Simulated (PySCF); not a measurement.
# [Gd(PH3)]3+: forces at shaken geometries

Aim: move all atoms of relaxed [Gd(PH3)]3+ at random and read energies and forces. The species was built from a template and needn't be a known compound.

Method: TPSS, Gd lcecp-1-SVP with ECP53, P def2-SVP, H def2-SVP; scalar-relativistic core potentials, no spin–orbit coupling; program: PySCF 2.14.0.

3 further runs of the same task are left out: 2 for a known fault of the program, 1 set aside as unsound or not needed. Runs told in other sessions of the task aren't counted.

### 1 The starting structure

5 atoms, charge 3, spin multiplicity 1.

Bond lengths: Gd1–P2 2.965 Å, P2–H3 1.426 Å, P2–H4 1.426 Å, P2–H5 1.426 Å. Angles: Gd1–P2–H3 111.5°, Gd1–P2–H4 111.5°, Gd1–P2–H5 111.5°, H3–P2–H4 107.4°, H3–P2–H5 107.4°, H4–P2–H5 107.4°.

Coordinates:

```
Gd    0.0000    0.0000   -0.4377
P     0.0000    0.0000    2.5277
H     1.3272    0.0000    3.0505
H    -0.6636    1.1494    3.0505
H    -0.6636   -1.1494    3.0505
```

Formal oxidation states: Gd +3. Each metal's 7 4f electrons lie in its core potential, so multiplicities, spins and levels count the valence alone. An earlier session relaxed this geometry at TPSS, Gd lcecp-1-SVP with ECP53, P def2-SVP, H def2-SVP (singlet, point group C3v).

Its energy there is -377.652737 Eh.

### 2 Atoms moved at random, σ = 0.03 Å

Contents of run.py (the lines that set the calculation):

```python
mol = gto.M(atom='''
Gd    -0.01668    -0.02883    -0.43246
P     -0.00102     0.01340     2.53173
H      1.28547    -0.02188     3.02670
H     -0.64450     1.18120     3.04782
H     -0.62327    -1.14389     3.06764''',
    basis={'Gd': 'lcecp-1-SVP', 'P': 'def2-SVP', 'H': 'def2-SVP'},
    ecp={'Gd': 'lcecp-1-SVP'},
    charge=3, spin=0)
mf = dft.RKS(mol, xc='TPSS')
mf.grids.atom_grid = (50, 194)  # f atoms: unpruned, at least (60, 302)
mf = mf.density_fit()  # fitting sets: Gd AutoAux, P def2-universal-JKFIT, H def2-universal-JKFIT
mf.conv_tol = 1e-08; mf.max_cycle = 55
mf.kernel(dm0)  # dm0: the density of the relaxed state
```

Launch:

```bash
$ OMP_NUM_THREADS=2 python run.py
```

### 3 Atoms moved at random, σ = 0.15 Å

Contents of run.py (the lines that set the calculation):

```python
mol = gto.M(atom='''
Gd    -0.14505    -0.09994    -0.41207
P     -0.01053    -0.03682     2.71593
H      1.45094     0.13112     3.32327
H     -0.83367     1.14766     2.75335
H     -0.46169    -1.14202     2.86096''',
    basis={'Gd': 'lcecp-1-SVP', 'P': 'def2-SVP', 'H': 'def2-SVP'},
    ecp={'Gd': 'lcecp-1-SVP'},
    charge=3, spin=0)
mf = dft.RKS(mol, xc='TPSS')
mf.grids.atom_grid = (50, 194)  # f atoms: unpruned, at least (60, 302)
mf = mf.density_fit()  # fitting sets: Gd AutoAux, P def2-universal-JKFIT, H def2-universal-JKFIT
mf.conv_tol = 1e-08; mf.max_cycle = 55
mf.kernel(dm0)  # dm0: the density of the relaxed state
```

### 4 Atoms moved at random, σ = 0.1 Å

Contents of run.py (the lines that set the calculation):

```python
mol = gto.M(atom='''
Gd     0.04869     0.09137    -0.45908
P      0.05707    -0.15638     2.30743
H      1.37043     0.03567     3.25756
H     -0.61526     1.16157     3.11870
H     -0.86093    -1.13224     3.01682''',
    basis={'Gd': 'lcecp-1-SVP', 'P': 'def2-SVP', 'H': 'def2-SVP'},
    ecp={'Gd': 'lcecp-1-SVP'},
    charge=3, spin=0)
mf = dft.RKS(mol, xc='TPSS')
mf.grids.atom_grid = (50, 194)  # f atoms: unpruned, at least (60, 302)
mf = mf.density_fit()  # fitting sets: Gd AutoAux, P def2-universal-JKFIT, H def2-universal-JKFIT
mf.conv_tol = 1e-08; mf.max_cycle = 55
mf.kernel(dm0)  # dm0: the density of the relaxed state
```

**Question.** What will these runs give? Wanted: for each run, σ; energy rise; harmonic estimate −½ F·u; largest force component.

**Answer**, as computed:

| σ (Å) | energy rise (eV) | harmonic estimate −½ F·u (eV) | largest force component (eV/Å) |
| --- | --- | --- | --- |
| 0.03 | 0.032 | 0.033 | 1.07 |
| 0.15 | 1.399 | 1.311 | 7.99 |
| 0.1 | 1.096 | 0.998 | 4.65 |

Every displacement raises the energy. For a harmonic well the rise equals −½ F·u; the two differ by at most 9 % here (a move with σ = 0.1 Å), from anharmonicity, the grid and the small forces left at the relaxed point. The largest moves cost over 1 eV, far outside the harmonic range, so agreement there can come from errors that cancel between squeezed and stretched bonds. These are double-zeta-type bases without diffuse functions. Spin–orbit coupling is left out. The core potential fixes the 4f count, so no charge can pass from the ligands into that shell.
